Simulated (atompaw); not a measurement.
# Pseudopotential generation for chlorine: PAW (atompaw), LDA (PW92)

Aim: build the potential from the settings below, then test how well it stands in for the atom: scattering, ghost states and the plane-wave cutoff that it needs.

The numbers are computed with atompaw 4.2.0.5 (LDA (PW92), scalar-relativistic, spin-unpolarised reference atom).

## Step 1: Starting point

Typed settings, in words:

```json
{
  "element": "chlorine (Cl, Z = 17)",
  "type": "PAW",
  "frozen core": "[Ne]",
  "valence charge": "7",
  "reference configuration": "3s2 3p5",
  "partial waves": "3s (bound): rc 1.25 bohr; 3s channel at -1.2 Ry: rc 1.25 bohr; 3p (bound): rc 1.25 bohr; 3p channel at 0.3 Ry: rc 1.15 bohr",
  "local potential": "troulliermartins scheme with l = 2 at 1 Ry, radius 0.85 bohr",
  "core correction": "smooth core density matched at 0.90 bohr",
  "augmentation charge": "gaussian compensation charge, radius 0.95 bohr; PAW radius 1.25 bohr; waves and projectors: custom rrkj gramschmidtortho"
}
```

An earlier all-electron run gives the scale for the radii.

All-electron outer shells of the reference configuration (LDA (PW92), scalar-relativistic, ld1.x):

```tsv
shell	level (eV)	outermost node (bohr)	outermost maximum (bohr)
2s	-251.72	0.12	0.36
2p	-191.62	–	0.30
3s	-20.69	0.56	1.27
3p	-8.70	0.53	1.43
```

## Step 2: Generating the potential

Input file Cl.input:

```
Cl 17
LDA-PW scalarrelativistic loggrid 1500 logderivrange -4 5 226
3 3 0 0 0 0
3 1 5
0 0 0
c
c
v
c
v
1
1.25 0.95 0.85 0.90
y
-1.2
n
y
0.3
n
custom rrkj gramschmidtortho gaussian
2 1 troulliermartins
1.25
1.25
1.25
1.15
PWSCFOUT
UPFDX 0.0125d0 UPFXMIN -7.d0 UPFZMESH 17.d0
END
```

Launch:

```console
atompaw < Cl.input > Cl.log
```

What does the calculation give? Wanted: cutoffs for 10 and 1 mRy, occupied levels; bound ghosts; largest phase difference near zero energy, channels read; lowest eigenvalue of the overlap; share of valence orbitals outside the PAW sphere; UPF file.

**Answer**, as computed:

| quantity | value |
| --- | --- |
| cutoffs for 10 and 1 mRy, occupied levels | 25 Ry and 60 Ry |
| bound ghosts | s at -69.76 eV |
| largest phase difference near zero energy, channels read | 0.000 rad |
| lowest eigenvalue of the overlap (Bessel basis) | 0.351 (s) |
| share of valence orbitals outside the PAW sphere | 3s 65 %, 3p 76 % |
| UPF file | written |

What this shows: A bound ghost (s) makes it unfit for use: electrons can fall into a state that the atom doesn't have. By its cutoff, 25 Ry for the looser tolerance, it is soft on the atom at that tolerance. The slowest occupied level is 3s: taken alone it needs 30 Ry to come within 1 mRy, against 21 Ry for 3p. Near zero energy the phases of the channels with partial waves agree within 0.001 rad.
